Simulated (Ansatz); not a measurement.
This script makes a convergence test of the plane-wave cutoff of BaTiO3, space group Pm-3m with Ansatz 0.2.0 through its Python package.

`ecut_batio3.py`:
```python
"""Convergence of BaTiO3 with the plane-wave cutoff."""

import ansatz as az
from tabulate import tabulate

lattice = az.Lattice.of(
    [4.006, 0.0, 0.0],
    [0.0, 4.006, 0.0],
    [0.0, 0.0, 4.006],
)
sites = [
    ("Ba", [0.5, 0.5, 0.5]),
    ("Ti", [0.0, 0.0, 0.0]),
    ("O", [0.5, 0.0, 0.0]),
    ("O", [0.0, 0.5, 0.0]),
    ("O", [0.0, 0.0, 0.5]),
]
cell = az.Crystal(lattice=lattice)
for symbol, position in sites:
    cell = cell.atom(symbol, position)

base = (
    cell.calculation()
    .functional("pbe", dispersion="d4")
    .kpoints(density=2.3)
    .occupations(az.OccupationsMethod.FIXED)
    .forces()
    .stress()
)

rows = []
for value in [250, 325, 400, 475, 550]:
    r = base.basis(value).run().report
    rows.append((value, r["free_energy_ev"] / len(r["lattice"]["sites"]), r["n_iterations"], sum(r["stress_gpa"][i][i] for i in range(3)) / 3, max(abs(f) for row in r["forces_ev_ang"] for f in row), r["n_pw"]))

print(tabulate(rows, headers=["cutoff (eV)", "F/atom (eV)", "iterations", "P (GPa)", "max force (eV/A)", "plane waves"], floatfmt=".4f", tablefmt="simple"))

# the last row is the reference
for row in rows[:-1]:
    shift = 1000 * (row[1] - rows[-1][1])
    print(f"{row[0]}: {shift:+.2f} meV/atom" + ("  (within 1 meV)" if abs(shift) < 1 else ""))
```

How fast does the energy converge with the cutoff (threshold 1 meV an atom)?

From 475 eV on it stays within 1 meV an atom of the value at 550 eV; the first row (250 eV) is off by 1268.4 meV and the last but one by 0.34 meV. The energy falls steadily, as expected when plane waves are added. The pressure moves from -7.32 to -1.18 GPa (the program's stress holds a Pulay correction, so it settles early).

What the script printed:

```console
$ python ecut_batio3.py
DeckWarning: basis.ecutwfc = 250 eV is below the records' recommended 420 eV, and the density's cutoff is lower with it unless basis.ecutrho_ratio is high enough to keep the records' density cutoff: compare with a run at a higher cutoff
DeckWarning: basis.ecutwfc = 325 eV is below the records' recommended 420 eV, and the density's cutoff is lower with it unless basis.ecutrho_ratio is high enough to keep the records' density cutoff: compare with a run at a higher cutoff
DeckWarning: basis.ecutwfc = 400 eV is below the records' recommended 420 eV, and the density's cutoff is lower with it unless basis.ecutrho_ratio is high enough to keep the records' density cutoff: compare with a run at a higher cutoff
  cutoff (eV)    F/atom (eV)    iterations    P (GPa)    max force (eV/A)    plane waves
-------------  -------------  ------------  ---------  ------------------  -------------
          250     -2030.8595             7    -7.3207              0.0000            587
          325     -2031.9875             7    -0.6295              0.0000            847
          400     -2032.1194             6    -1.1878              0.0000           1189
          475     -2032.1275             6    -1.1775              0.0000           1503
          550     -2032.1279             6    -1.1825              0.0000           1863
250: +1268.35 meV/atom
325: +140.40 meV/atom
400: +8.49 meV/atom
475: +0.34 meV/atom  (within 1 meV)
```
(Warnings from the package without file and line.)

What to keep in mind:
- Spin is left out of this run.
- Forces vanish by symmetry here and test nothing.
- This is a high-temperature or high-pressure form, not the ambient phase.
- Pressure is positive in compression.
- The starting cell is as deposited in a crystallographic database; the results hold for this polymorph, which needn't be the stable one.
- Shifts are counted from the last row, which is itself no proven limit.
- Cost: about 4 core-seconds.

(Lines on the test bed's own set-up are left out of the output.)
